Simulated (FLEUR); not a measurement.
ZrC: equation of state with PBEsol

Crystal: ZrC.

```
Zr C
1.0
     3.39148    0.00000    0.00000
    -1.69574    2.93710    0.00000
     0.00000    0.00000    5.29005
Zr C
2 2
Direct
  0.66667 0.33333 0.75000
  0.33333 0.66667 0.25000
  0.00000 0.00000 0.50000
  0.00000 0.00000 0.00000
```

The cell comes from a database or a generator and needn't be the stable form of this composition.

```
Program             : FLEUR MaX-R8.1 (later development tree)
Task                : equation of state
Functional          : PBEsol
Potentials or basis : all-electron
Basis               : FLAPW
Kmax                : 4.56 1/bohr
k mesh              : 9 × 9 × 5
Occupations         : fermi-dirac, width 0.05 eV
Spin                : no spin polarisation
```

| Quantity | Value |
| --- | --- |
| Equilibrium volume | 12.71 Å³/atom |
| Bulk modulus at fixed shape and positions | 233 GPa |
| Pressure derivative of the bulk modulus | 4.1 |

Energy against volume, from the lowest point:
```
volume (Å³/atom)  energy (meV/atom)
          12.383               6.17
          12.647               0.00
          12.910               2.02
          13.174              11.36
          13.437              27.34
          13.701              49.23
          13.964              76.53
```

Caveat: the cell was scaled at fixed shape and fractional positions, which overstates the stiffness of a crystal with free parameters, most of all of layers and chains.
